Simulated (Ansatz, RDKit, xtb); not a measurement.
**C2H9OPSi: ranking a sample of isomers**

A sample of isomers of C2H9OPSi is drawn. Aim: find which of them has the lowest free energy at 298.15 K, then its properties. The sample is small against all isomers, and the most stable one of this formula need not be in it.

Plan: many cheap relaxations first (GFN2-xTB), then density-functional screening, relaxation at PBE-D3(BJ)/def2-SVP, vibrations (at GFN2-xTB) and a final energy. The numbers are computed, not measured.

## 1. Possible bonding patterns

Isomers were taken from a list of plausible structures; this is a sample, not all of them. That gives 4 candidates.

```csv
label,SMILES,spin
c609,CC[Si@H](O)P,singlet
c620,CO[Si@H](C)P,singlet
c810,COC[SiH2]P,singlet
c891,CCO[SiH2]P,singlet
```

Candidates are built by distance geometry, with a force field where one applies, in up to four conformers (letters a to d).

## 2. Search with GFN2-xTB

All 15 starts are relaxed the same way. One of them, c810c (taken from a list of plausible isomers, embedded by distance geometry and MMFF94), in full:

Contents of start.xyz:

```xyz
14
c810c
C     -1.450467    -1.319129     0.496055
C      0.433349    -0.458691    -0.604002
O     -0.986637    -0.729046    -0.655692
P      0.281036     2.400168    -2.410631
Si     1.193585     0.395944    -2.092017
H     -2.530736    -1.542071     0.395146
H     -1.327684    -0.650547     1.391183
H     -0.928061    -2.295318     0.685637
H      0.615416     0.202929     0.252503
H      0.984238    -1.407619    -0.448370
H      2.624921     0.615472    -1.869351
H      1.000601    -0.424939    -3.314620
H      1.195765     2.888486    -3.346152
H      0.898476     3.067994    -1.223997
```

Started as:

```sh
$ xtb start.xyz --gfn 2 --opt
```

Log, cut to the lines that bear on the results:

```text
* xtb version 6.7.1
[...]
          :  # basis functions                  41          :
[...]
          :  # electrons                        32          :
[...]
          :  Hamiltonian                  GFN2-xTB          :
[...]
          :  net charge                          0          :
          :  unpaired electrons                  0          :
[...]
   *** convergence criteria satisfied after 14 iterations ***
[...]
   *** GEOMETRY OPTIMIZATION CONVERGED AFTER 39 ITERATIONS ***
[...]
   *** convergence criteria satisfied after 3 iterations ***
[...]
         ::                     SUMMARY                     ::
         :::::::::::::::::::::::::::::::::::::::::::::::::::::
         :: total energy             -17.162070577466 Eh    ::
         :: gradient norm              0.000857522682 Eh/a0 ::
         :: HOMO-LUMO gap              4.587826310689 eV    ::
         ::.................................................::
         :: SCC energy               -17.313999351785 Eh    ::
         :: -> isotropic ES            0.029989508932 Eh    ::
         :: -> anisotropic ES          0.002433794689 Eh    ::
         :: -> anisotropic XC          0.001616691552 Eh    ::
         :: -> dispersion             -0.009237688919 Eh    ::
         :: repulsion energy           0.151928774320 Eh    ::
         :: add. restraining           0.000000000000 Eh    ::
         :: total charge               0.000000000000 e     ::
         :::::::::::::::::::::::::::::::::::::::::::::::::::::
[...]
        16        2.0000           -0.3754906             -10.2176 (HOMO)
        17                         -0.2068911              -5.6298 (LUMO)
[...]
     #   Z          covCN         q      C6AA      α(0)
     1   6          3.648     0.050    20.060     6.435
     2   6          3.597    -0.015    21.456     6.704
     3   8          1.767    -0.297    18.925     5.874
     4  15          2.931    -0.225   170.704    23.474
     5  14          3.658     0.451    98.656    19.039
     6   1          0.925     0.055     2.255     2.348
     7   1          0.924     0.027     2.630     2.536
     8   1          0.924     0.028     2.613     2.528
     9   1          0.924    -0.002     3.085     2.747
    10   1          0.924    -0.001     3.072     2.741
    11   1          0.917    -0.059     4.316     3.249
    12   1          0.917    -0.073     4.718     3.397
    13   1          0.977     0.020     2.726     2.580
    14   1          0.977     0.040     2.440     2.441
[...]
     #   Z sym  total        # sym  WBO       # sym  WBO       # sym  WBO
 ---------------------------------------------------------------------------
     1   6      3.955 --     3      0.989     6      0.979     7      0.977
                             8      0.976
     2   6      3.910 --     3      0.989     9      0.985    10      0.985
                             5      0.832
     3   8      2.159 --     2      0.989     1      0.989     4      0.129
     4  15      3.238 --     5      1.035    13      0.972    14      0.966
                             3      0.129
     5  14      3.663 --     4      1.035    12      0.877    11      0.875
                             2      0.832
     6   1      0.997 --     1      0.979
     7   1      0.999 --     1      0.977
     8   1      0.999 --     1      0.976
     9   1      1.000 --     2      0.985
[...]
molecular dipole:
                 x           y           z       tot (Debye)
 q only:        0.616      -0.293       0.146
   full:        0.431      -0.424       0.611       2.185
molecular quadrupole (traceless):
[...]
          | TOTAL ENERGY              -17.162070577466 Eh   |
          | GRADIENT NORM               0.000857522682 Eh/α |
          | HOMO-LUMO GAP               4.587826310689 eV   |
           -------------------------------------------------
[...]
```

Run time: 0.25 s. Hardware: 2 threads of Arm Neoverse V1, shared host.

## 3. What the search left

15 of the 15 relaxations converged; 2 ended on a minimum already found. 13 distinct structures remain:

```csv
label,start,SMILES after,spin,energy (kcal/mol)
c891c,drawn,CCO[SiH2]P,singlet,0.0
c891b,drawn,CCO[SiH2]P,singlet,1.0
c891a,drawn,CCO[SiH2]P,singlet,2.6
c609a,drawn,CC[Si@H](O)P,singlet,6.5
c609c,drawn,CC[Si@H](O)P,singlet,7.1
c609d,drawn,CC[Si@H](O)P,singlet,8.3
c620b,drawn,CO[Si@H](C)P,singlet,10.0
c620d,drawn,CO[Si@H](C)P,singlet,10.3
c620c,drawn,CO[Si@H](C)P,singlet,10.6
c620a,drawn,CO[Si@H](C)P,singlet,11.8
c810c,drawn,COC[SiH2]P,singlet,43.6
c810a,drawn,COC[SiH2]P,singlet,45.5
c810d,drawn,COC[SiH2]P,singlet,46.4
```

## 4. Screening with a density functional

A choice of the minima (the low ones first, few conformers of a pattern, up to a cap) and the lowest that fell apart get a single point at r2SCAN-D4/def2-SVP on the tight-binding geometry, and one at HF/STO-3G for comparison. The lowest singlets are also tried as triplets at the same geometry (label ending in t). Within 30 kcal/mol but not screened, among others: c891a, c609d, c620c, c620a. The first, c891c:

Contents of input.yaml:

```yaml
crystal:
  periodic: [false, false, false]
  atoms:
    - {symbol: C, position_ang: [-1.048197, -1.180637, 0.062326]}
    - {symbol: C, position_ang: [0.317602, -0.578350, 0.352144]}
    - {symbol: O, position_ang: [1.152869, -0.586190, -0.771745]}
    - {symbol: P, position_ang: [-0.017441, 2.189330, -1.768738]}
    - {symbol: Si, position_ang: [0.978728, 0.213000, -2.168160]}
    - {symbol: H, position_ang: [-1.631210, -1.237423, 0.976980]}
    - {symbol: H, position_ang: [-1.576864, -0.561053, -0.658971]}
    - {symbol: H, position_ang: [-0.932946, -2.179498, -0.350661]}
    - {symbol: H, position_ang: [0.835980, -1.153720, 1.126328]}
    - {symbol: H, position_ang: [0.197057, 0.456251, 0.702832]}
    - {symbol: H, position_ang: [2.363245, 0.251883, -2.619804]}
    - {symbol: H, position_ang: [0.096362, -0.490681, -3.107283]}
    - {symbol: H, position_ang: [0.175301, 2.696138, -3.037559]}
    - {symbol: H, position_ang: [1.113102, 2.817337, -1.276365]}
basis:
  gaussian:
    orbitals: def2-SVP
hamiltonian:
  xc: r2scan
  dispersion: d4
scf:
  lower_state_search: off
```

Started as:

```sh
$ ansatz run input.yaml --threads 2 --pin off --max-ram 4350MiB --events-out events.jsonl --progress --plain --runs-dir runs
```

Log, cut to the lines that bear on the results:

```text
Warning: RAYON_NUM_THREADS=2 ignored (pool sized by the plan → 2); use --threads N
Functional definition: r2SCAN
  name "r2SCAN"
[...]
1384 factors; their error is unknown
[...]
mean field -21422.44165794 eV, -787.2602102768 hartree, gradient 9.4e-6 eV, S^2 0.000000; 0 other end points of the search recorded, 0 dependent functions left out
reference -21422.44166934 eV, -787.2602106959 hartree; 29, 29 occupied and 94, 94 virtual orbitals, 1384 factors
Total energy: -21422.52607622 eV, -787.2633125913 hartree
Checks for a lower state left out: stability, starts, cluster_reference, orbital_swaps, neighbouring_geometries, increment
```

It took 2.8 s on 2 threads of Arm Neoverse V1, shared host; peak memory 0.15 GiB.

Relative energies in kcal/mol, each column from its lowest structure that stays in one piece:

```csv
label,SMILES,spin,GFN2-xTB,HF/STO-3G,r2SCAN-D4/def2-SVP
c609c,CC[Si@H](O)P,singlet,7.1,2.9,0.0
c609a,CC[Si@H](O)P,singlet,6.5,3.7,0.8
c620d,CO[Si@H](C)P,singlet,10.3,1.1,9.2
c620b,CO[Si@H](C)P,singlet,10.0,0.0,9.4
c891c,CCO[SiH2]P,singlet,0.0,10.0,16.4
c891b,CCO[SiH2]P,singlet,1.0,10.1,16.6
c609ct,CC[Si@H](O)P,triplet,–,–,132.1
c620dt,CO[Si@H](C)P,triplet,–,–,139.6
```

Measured from c609c, GFN2-xTB misplaces c891c by 24 kcal/mol against r2SCAN-D4/def2-SVP, so minima dropped on its energies alone could hide the lowest isomer.

## 5. Refinement at PBE-D3(BJ)/def2-SVP

3 candidates are relaxed at PBE-D3(BJ)/def2-SVP (chosen among the lowest in one piece, one conformer a pattern). The first, c609c:

Contents of input.yaml:

```yaml
crystal:
  periodic: [false, false, false]
  atoms:
    - symbol: C
      position_ang: [2.392130, -0.636872, -0.619199]
    - symbol: C
      position_ang: [1.290989, -1.573622, -0.138156]
    - symbol: O
      position_ang: [-0.477719, 0.575488, 0.196988]
    - symbol: P
      position_ang: [-2.133829, -2.122136, 0.366411]
    - symbol: Si
      position_ang: [-0.451482, -0.895515, -0.499698]
    - symbol: H
      position_ang: [2.337204, -0.502124, -1.696449]
    - symbol: H
      position_ang: [3.374538, -1.035892, -0.371963]
    - symbol: H
      position_ang: [2.285553, 0.337170, -0.150523]
    - symbol: H
      position_ang: [1.413562, -2.548772, -0.612670]
    - symbol: H
      position_ang: [1.405517, -1.732624, 0.936230]
    - symbol: H
      position_ang: [-0.698140, -0.767084, -1.943036]
    - symbol: H
      position_ang: [-1.293203, 1.026772, 0.398302]
    - symbol: H
      position_ang: [-1.366691, -2.780610, 1.306833]
    - symbol: H
      position_ang: [-2.011559, -3.153716, -0.540574]
basis:
  gaussian: {orbitals: def2-SVP}
hamiltonian: {xc: pbe, dispersion: d3bj}
scf: {lower_state_search: "off"}
relax: {f_tol: 0.006}
```

Started as:

```sh
$ ansatz run input.yaml --threads 2 --pin off --max-ram 4350MiB --events-out events.jsonl --progress --plain --runs-dir runs
```

Log, cut to the lines that bear on the results:

```text
Warning: RAYON_NUM_THREADS=2 ignored (pool sized by the plan → 2); use --threads N
[...]
Functional definition: PBE
  name "PBE"
[...]
1384 factors; their error is unknown
[...]
mean field -21412.95615611 eV, -786.9116245142 hartree, gradient 4.8e-6 eV, S^2 0.000000; 0 other end points of the search recorded, 0 dependent functions left out
[...]
reference -21412.95619256 eV, -786.9116258537 hartree; 29, 29 occupied and 94, 94 virtual orbitals, 1384 factors
relax step   1: F+E_penalty+E_count = -21413.28850298 eV  Δ(F+E_penalty+E_count) = +0.000e0 eV  max|allowed force component| = 1.473e0 eV/Å  Δτ_max = 0.0000 Å  (19 SCF iters, accepted)
[...]
relax step   3: F+E_penalty+E_count = -21413.50884914 eV  Δ(F+E_penalty+E_count) = -3.016e-2 eV  max|allowed force component| = 4.241e-1 eV/Å  Δτ_max = 0.1181 Å  (20 SCF iters, accepted)
[...]
Atom 5 at     2.332763    -0.486711    -1.729827 Å, force    -0.000246     0.000440    -0.000461 eV/Å
Atom 6 at     3.389337    -1.094137    -0.421117 Å, force    -0.000119     0.000117     0.000094 eV/Å
Atom 7 at     2.341221     0.332528    -0.142402 Å, force     0.000750    -0.000451    -0.000076 eV/Å
Atom 8 at     1.301412    -2.568845    -0.640791 Å, force     0.000110     0.000298     0.000475 eV/Å
Atom 9 at     1.345773    -1.767967     0.942729 Å, force     0.000589    -0.000221    -0.000823 eV/Å
Atom 10 at    -0.709060    -0.678299    -1.929583 Å, force     0.000104    -0.000292     0.002581 eV/Å
Atom 11 at    -1.308219     1.121064     0.276469 Å, force    -0.000426     0.002074     0.000092 eV/Å
Atom 12 at    -1.408066    -2.690090     1.414967 Å, force    -0.000863     0.000037    -0.000131 eV/Å
Atom 13 at    -1.748325    -3.285705    -0.564609 Å, force    -0.000632     0.000076     0.000351 eV/Å
Dipole moment:     0.086915    -0.006163    -0.055404 e Å
Checks for a lower state left out: stability, starts, cluster_reference, orbital_swaps, neighbouring_geometries, increment
```

Run time: 21 s. Hardware: 2 threads of Arm Neoverse V1, shared host; peak memory 0.15 GiB.

Energy change by step (eV): 0.0000, -0.1902, -0.2203, -0.2195, -0.2458, -0.2492, -0.2504, -0.2505, -0.2506, -0.2506.

After the run. Bond lengths: C1–C2 1.536 Å, C2–Si5 1.884 Å, O3–Si5 1.689 Å, P4–Si5 2.288 Å, C1–H6 1.110 Å, C1–H7 1.110 Å, C1–H8 1.109 Å, C2–H9 1.112 Å, C2–H10 1.112 Å, Si5–H11 1.514 Å, O3–H12 0.973 Å, P4–H13 1.442 Å, P4–H14 1.442 Å. Some angles: C1–C2–Si5 113.7°, C2–Si5–O3 105.2°, C2–Si5–P4 114.3°, O3–Si5–P4 110.3°, C1–C2–H9 111.3°, C1–C2–H10 110.9°, Si5–C2–H9 107.5°, Si5–C2–H10 107.2°, C2–C1–H6 111.5°, C2–C1–H7 111.7°.

(Part 1 of 2 ends here.)
